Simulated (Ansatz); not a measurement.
# C7H12O2: a ladder of functionals and wavefunction methods

One table from this session's results is given with a row withheld; the runs are named, their logs left out.

Method: functionals in def2-TZVPP, the program's frozen cores in correlated methods; program: Ansatz 0.2.0, Gaussian basis.

Levels to be run: LDA (SPW92), PBE-D4, revPBE-D4, BLYP-D4, r2SCAN-D4, B97M-V, PBE0-D4, B3LYP-D4, r2SCANh-D4, r2SCAN0-D4, HSE06-D4, BHLYP-D4, CAM-B3LYP-D4, LC-ωPBE, ωB97X-V, ωB97M-V, B2PLYP, PBE-QIDH; CCSD(T)/def2-SVP; CCSD(T)/def2-TZVPP; MP2/def2-QZVPP; extrapolation to the limit; RPA on PBE.

## The geometry

All runs share one geometry, relaxed beforehand with PBE0-D4 in a triple-zeta def2 set.

21 atoms, charge 0, spin multiplicity 1.

Atoms are counted from 1 here; the program's logs count them from 0.

Bond lengths: C1–C2 1.532 Å, C1–H10 1.093 Å, C1–H11 1.093 Å, C1–H12 1.092 Å, C2–C3 1.531 Å, C2–C4 1.521 Å, C2–C5 1.523 Å, C3–H13 1.093 Å, C3–H14 1.092 Å, C3–H15 1.093 Å, C4–H16 1.091 Å, C4–H17 1.091 Å, C4–H18 1.093 Å, C5–O6 1.205 Å, C5–C7 1.523 Å, C7–C8 1.509 Å, C7–H19 1.095 Å, C7–H20 1.088 Å and more. Angles: C2–C1–H10 109.3°, C2–C1–H11 111.2°, C2–C1–H12 112.6°, H10–C1–H11 107.8°, H10–C1–H12 107.7°, H11–C1–H12 108.1°, C1–C2–C3 110.0°, C1–C2–C4 110.1°, C1–C2–C5 108.4°, C3–C2–C4 109.9°, C3–C2–C5 108.9°, C4–C2–C5 109.4°, C2–C3–H13 111.2°, C2–C3–H14 112.4°, C2–C3–H15 109.3°, H13–C3–H14 108.4°, H13–C3–H15 107.8°, H14–C3–H15 107.5° and more.

Set-up of the first run:

Input file in.yaml:

```yaml
crystal:
  periodic: [false, false, false]
  atoms:
    - {symbol: C, position_ang: [0.739338, 0.697279, -1.163107]}
    - {symbol: C, position_ang: [-0.469406, -0.052190, -0.594468]}
    - {symbol: C, position_ang: [-0.395143, -1.532730, -0.979094]}
    - {symbol: C, position_ang: [-1.759311, 0.555724, -1.124269]}
    - {symbol: C, position_ang: [-0.439298, 0.066098, 0.923326]}
    - {symbol: O, position_ang: [-1.330033, 0.570930, 1.559300]}
    - {symbol: C, position_ang: [0.796883, -0.432935, 1.658871]}
    - {symbol: C, position_ang: [1.519230, 0.743494, 2.268319]}
    - {symbol: O, position_ang: [2.684159, 0.969075, 2.101534]}
    - {symbol: H, position_ang: [0.733462, 0.618139, -2.252942]}
    - {symbol: H, position_ang: [0.703702, 1.758427, -0.904682]}
    - {symbol: H, position_ang: [1.688711, 0.293574, -0.805721]}
    - {symbol: H, position_ang: [-1.233643, -2.093507, -0.558814]}
    - {symbol: H, position_ang: [0.532998, -2.002718, -0.648275]}
    - {symbol: H, position_ang: [-0.441823, -1.625652, -2.066837]}
    - {symbol: H, position_ang: [-2.633225, 0.042679, -0.719961]}
    - {symbol: H, position_ang: [-1.841018, 1.608276, -0.849450]}
    - {symbol: H, position_ang: [-1.783892, 0.478044, -2.213806]}
    - {symbol: H, position_ang: [0.432257, -1.053132, 2.484343]}
    - {symbol: H, position_ang: [1.491898, -1.002699, 1.046446]}
    - {symbol: H, position_ang: [0.879555, 1.404525, 2.886485]}
basis:
  gaussian: {orbitals: def2-TZVPP}
hamiltonian: {xc: lda}
output: {orbitals: {seedname: orbitals}}
```

Run with:

```
ansatz run in.yaml --threads 4 --pin off --events-out ev --progress --plain --max-ram 66560MiB --backend cuda --devices 0, --max-vram 37GiB
```

Steps of the session up to this table: LDA; PBE-D4 (GGA); revPBE-D4 (GGA); BLYP-D4 (GGA); r2SCAN-D4 (meta-GGA); B97M-V (meta-GGA); B3LYP-D4 (hybrid); r2SCANh-D4 (hybrid); r2SCAN0-D4 (hybrid); HSE06-D4 (hybrid); BHLYP-D4 (hybrid); CAM-B3LYP-D4 (range-separated); LC-ωPBE (range-separated); ωB97X-V (range-separated); ωB97M-V (range-separated); B2PLYP (double hybrid); PBE-QIDH (double hybrid).

One of the session's tables, all rows but one given; the rest of the session is left out.

It belongs to the step «Frontier levels by functional». 

```
  functional  HOMO (eV)  gap (eV)
 LDA (SPW92)      -5.95      3.30
      PBE-D4      -5.76      3.40
   revPBE-D4      -5.69      3.43
     BLYP-D4      -5.69      3.44
   r2SCAN-D4      -6.05      3.89
      B97M-V          ?         ?
     PBE0-D4      -7.31      6.07
    B3LYP-D4      -7.09      5.58
  r2SCANh-D4      -6.63      4.88
  r2SCAN0-D4      -7.51      6.38
    HSE06-D4      -6.90      5.27
    BHLYP-D4      -8.82      8.81
CAM-B3LYP-D4      -8.76      8.72
     LC-ωPBE     -10.03     11.25
     ωB97X-V      -9.73     10.85
     ωB97M-V      -9.67     10.70
```

**Question.** Estimate the row for B97M-V.

**Answer.** HOMO (eV): -6.22; gap (eV): 4.15. In the column «HOMO (eV)» it lies between r2SCANh-D4 (-6.63) and r2SCAN-D4 (-6.05).
